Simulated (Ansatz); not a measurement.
# CH₆O₃Si: a ladder of functionals and wavefunction methods

Aim: compute CH₆O₃Si with functionals from several rungs and with coupled cluster. The yardstick is the atomisation energy at the CCSD(T) limit.

Method: functionals in def2-TZVPP, the program's frozen cores in correlated methods; program: Ansatz 0.2.0, Gaussian basis.

Levels to be run: PBE-D4, r2SCAN-D4, PBE0-D4, B3LYP-D4, ωB97X-V, ωB97M-V, B2PLYP; CCSD(T)/def2-TZVPP; MP2/def2-QZVPP; extrapolation to the limit.

**1. The geometry**

All runs share one geometry, relaxed beforehand with PBE0-D4 in a triple-zeta def2 set.

SMILES `OC(O)O[SiH3]`, 11 atoms, charge 0, spin multiplicity 1.

Atoms are counted from 1 here; the program's logs count them from 0.

Bond lengths: O1–C2 1.376 Å, O1–H6 0.965 Å, C2–O3 1.385 Å, C2–O4 1.400 Å, C2–H7 1.098 Å, O3–H8 0.962 Å, O4–Si5 1.659 Å, Si5–H9 1.486 Å, Si5–H10 1.484 Å, Si5–H11 1.481 Å. Angles: C2–O1–H6 107.1°, O1–C2–O3 109.0°, O1–C2–O4 112.8°, O1–C2–H7 106.2°, O3–C2–O4 107.8°, O3–C2–H7 111.9°, O4–C2–H7 109.1°, C2–O3–H8 107.4°, C2–O4–Si5 122.1°, O4–Si5–H9 110.5°, O4–Si5–H10 112.0°, O4–Si5–H11 104.7°, H9–Si5–H10 109.5°, H9–Si5–H11 110.5°, H10–Si5–H11 109.6°.

**2. PBE-D4 (GGA)**

File in.yaml:

```yaml
crystal:
  periodic: [false, false, false]
  atoms:
    - {symbol: O, position_ang: [-1.371123, 0.727813, 0.468613]}
    - {symbol: C, position_ang: [-0.603015, -0.375380, 0.764787]}
    - {symbol: O, position_ang: [-1.412927, -1.498517, 0.776007]}
    - {symbol: O, position_ang: [0.417465, -0.592132, -0.168200]}
    - {symbol: Si, position_ang: [1.299648, 0.654405, -0.817398]}
    - {symbol: H, position_ang: [-1.983689, 0.467528, -0.230635]}
    - {symbol: H, position_ang: [-0.156213, -0.182026, 1.748539]}
    - {symbol: H, position_ang: [-0.866294, -2.249214, 0.524890]}
    - {symbol: H, position_ang: [1.758899, 1.579000, 0.250970]}
    - {symbol: H, position_ang: [0.525269, 1.414001, -1.829622]}
    - {symbol: H, position_ang: [2.457278, -0.002579, -1.467351]}
basis:
  gaussian: {orbitals: def2-TZVPP}
hamiltonian: {xc: pbe, dispersion: d4}
output: {forces: true, orbitals: {seedname: orbitals}}
```

Run with:

```bash
$ ansatz run in.yaml --threads 4 --pin off --events-out ev --progress --plain --max-ram 10444MiB
```

Further steps of the session: r2SCAN-D4 (meta-GGA); PBE0-D4 (hybrid); B3LYP-D4 (hybrid); ωB97X-V (range-separated); ωB97M-V (range-separated); B2PLYP (double hybrid); CCSD(T) in def2-TZVPP; MP2 in def2-QZVPP.

Before running them: what should the planned runs give, taken together? Wanted: atomisation energy, CCSD(T)/CBS; farthest; mean size of error, hybrid; mean size of error, range-separated; gap, smallest and largest; T1 diagnostic; triples share of the correlation energy.

**Answer**, as computed:

```
                               quantity                                 value
        atomisation energy, CCSD(T)/CBS                         4039.2 kJ/mol
 functionals within 20.2 kJ/mol (0.5 %)           r2SCAN-D4, ωB97X-V, ωB97M-V
                               farthest                 B2PLYP (-66.4 kJ/mol)
             mean size of error, hybrid                           40.7 kJ/mol
    mean size of error, range-separated                            0.3 kJ/mol
              gap, smallest and largest  6.56 eV (PBE-D4), 13.43 eV (ωB97X-V)
                          T1 diagnostic                                0.0118
triples share of the correlation energy                                 3.5 %
```

PBE-D4 is off by +51.1 kJ/mol. Double hybrids carry the basis error of their MP2 part in triple zeta, and no dispersion term here, so their miss is partly the set-up's. The reference freezes the cores and leaves out relativity and excitations past (T), so misses under about 20.2 kJ/mol can't be ranked. Hartree-Fock recovers 69 % of the binding; the rest is correlation. The gap grows from 6.6 to 13.4 eV across the functionals, mostly with the share of exact exchange.
